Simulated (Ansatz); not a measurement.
# BNH6 (SMILES [BH3-][NH3+]): r2SCAN0/def2-TZVP

Aim: the electronic atomisation energy of BNH6 at r2SCAN0/def2-TZVP, from 4 runs. 

Program for the calculation: Ansatz 0.2.0.

51 further runs of the same task are left out: 51 set aside as unsound or not needed.

### 1 The molecule

BNH6: 8 atoms, total charge 0, spin state singlet. As SMILES, `[BH3-][NH3+]`. The shape is that of a PBE0-D4/def2-TZVP optimisation.

Bond lengths: B1–N2 1.639 Å, B1–H3 1.212 Å, B1–H4 1.212 Å, B1–H5 1.212 Å, N2–H6 1.015 Å, N2–H7 1.015 Å, N2–H8 1.015 Å. Some angles: B1–N2–H6 110.9°, B1–N2–H7 110.9°, B1–N2–H8 110.9°, N2–B1–H3 105.3°, N2–B1–H4 105.3°, N2–B1–H5 105.3°, H6–N2–H7 108.0°, H6–N2–H8 108.0°, H7–N2–H8 108.0°, H3–B1–H4 113.3°.

### 2 The energy at r2SCAN0/def2-TZVP

run.yaml reads:

```yaml
crystal:
  periodic: [false, false, false]
  atoms:
    - symbol: B
      position_ang: [-0.191300, 0.250800, -0.775400]
    - symbol: N
      position_ang: [0.206500, -0.255100, 0.731700]
    - symbol: H
      position_ang: [-0.078200, -0.728400, -1.481000]
    - symbol: H
      position_ang: [-1.332600, 0.649700, -0.687200]
    - symbol: H
      position_ang: [0.604400, 1.126600, -1.038400]
    - symbol: H
      position_ang: [0.140800, 0.507000, 1.398700]
    - symbol: H
      position_ang: [1.156600, -0.611300, 0.755300]
    - symbol: H
      position_ang: [-0.414000, -0.996500, 1.040500]
basis:
  gaussian: {orbitals: def2-TZVP}
hamiltonian: {xc: {name: r2SCAN0}}
accuracy: high
output: {orbitals: {seedname: orbitals}}
```

Run with:

```console
$ ansatz run run.yaml --threads 1 --pin off --max-ram 3480MiB --events-out events.jsonl --progress --plain --runs-dir runs
```

The log of the run:

```text
Warning: RAYON_NUM_THREADS=1 ignored (pool sized by the plan → 1); use --threads N
Functional definition: r2SCAN0
  name "r2SCAN0"
  parameter a = 0.25
  parameter k0 = 0.174
  parameter k1 = 0.065
  parameter a1 = 4.9479
  exchange = (1 - a)*r2scan_x(k0 = k0, k1 = k1, a1 = a1) + a*exact_x
  correlation = r2scan_c
1878 factors; integrals over basis functions are off by at most 3.7e-9 eV
mean field evaluation 1: about -2258.6242 eV, gradient 4.7e1 eV
mean field evaluation 2: about -2258.3568 eV, gradient 4.9e1 eV
mean field evaluation 4: about -2263.4730 eV, gradient 1.3e0 eV
mean field evaluation 8: about -2263.4749 eV, gradient 3.7e-3 eV
mean field evaluation 16: about -2263.4749 eV, gradient 2.9e-8 eV
mean field -2263.47485573 eV, -83.1811667096 hartree, gradient 2.9e-8 eV, S^2 0.000000; 0 other end points of the search recorded, 0 dependent functions left out
reference -2263.47485642 eV, -83.1811667352 hartree; 9, 9 occupied and 89, 89 virtual orbitals, 1878 factors
Total energy: -2263.47485642 eV, -83.1811667352 hartree
```

Run time: 6 s. Hardware: 1 thread of Arm Neoverse V2, shared host; peak memory 0.28 GiB.

### 3 The B atom at the same level

run.yaml reads:

```yaml
crystal:
  periodic: [false, false, false]
  atoms:
    - {symbol: B, position_ang: [0.000000, 0.000000, 0.000000]}
basis:
  gaussian:
    orbitals: def2-TZVP
magnetization:
  spin_polarized: true
  initial_magnetization: 1
hamiltonian:
  xc: {name: r2SCAN0}
accuracy: high
```

Run the same way, it converges to -24.63894 Eh (log not shown).

### 4 The H atom at the same level

run.yaml reads:

```yaml
crystal:
  periodic: [false, false, false]
  atoms:
    - {symbol: H, position_ang: [0.000000, 0.000000, 0.000000]}
basis:
  gaussian: {orbitals: def2-TZVP}
accuracy: high
magnetization: {spin_polarized: true, initial_magnetization: 1}
hamiltonian: {xc: {name: r2SCAN0}}
```

Run with:

```console
$ ansatz run run.yaml --threads 1 --pin off --max-ram 3480MiB --events-out events.jsonl --progress --plain --runs-dir runs
```

The log of the run:

```text
Warning: RAYON_NUM_THREADS=1 ignored (pool sized by the plan → 1); use --threads N
Functional definition: r2SCAN0
  name "r2SCAN0"
  parameter a = 0.25
  parameter k0 = 0.174
  parameter k1 = 0.065
  parameter a1 = 4.9479
  exchange = (1 - a)*r2scan_x(k0 = k0, k1 = k1, a1 = a1) + a*exact_x
  correlation = r2scan_c
21 factors; integrals over basis functions are off by at most 4.9e-8 eV
mean field evaluation 1: about -13.5987 eV, gradient 5.1e-1 eV
mean field evaluation 2: about -13.6029 eV, gradient 6.3e-2 eV
mean field evaluation 4: about -13.6022 eV, gradient 9.3e-4 eV
mean field evaluation 8: about -13.6022 eV, gradient 3.3e-9 eV
mean field -13.60215026 eV, -0.4998698021 hartree, gradient 9.5e-10 eV, S^2 0.750000; 0 other end points of the search recorded, 0 dependent functions left out
reference -13.60215116 eV, -0.4998698354 hartree; 1, 0 occupied and 5, 6 virtual orbitals, 21 factors
Total energy: -13.60215116 eV, -0.4998698354 hartree
```

Wall time 0.36 s (1 thread of Arm Neoverse V2, shared host).

### 5 The N atom

input.yaml reads:

```yaml
crystal:
  periodic: [false, false, false]
  atoms:
    - {symbol: N, position_ang: [0.000000, 0.000000, 0.000000]}
basis:
  gaussian:
    orbitals: def2-TZVP
magnetization:
  spin_polarized: true
  initial_magnetization: 3
hamiltonian:
  xc: {name: r2SCAN0}
accuracy: high
```

Run the same way, it converges to -54.58145 Eh (log not shown).

### 6 What came out

Level: r2SCAN0/def2-TZVP.

| quantity | value |
| --- | --- |
| molecule: total energy | -83.18117 Eh |
| molecule: HOMO energy | -7.98 eV |
| molecule: LUMO energy | 0.54 eV |
| molecule: HOMO–LUMO gap | 8.52 eV |
| B atom: total energy | -24.63894 Eh |
| B atom: ⟨S²⟩ | 0.758 |
| H atom: total energy | -0.49987 Eh |
| H atom: ⟨S²⟩ | 0.750 |
| N atom: total energy | -54.58145 Eh |
| N atom: ⟨S²⟩ | 3.755 |
| electronic atomisation energy | 26.166 eV |

**Reading.** Taking the molecule apart into free atoms costs 26.17 eV (2525 kJ/mol), before zero-point energy and without spin-orbit coupling.
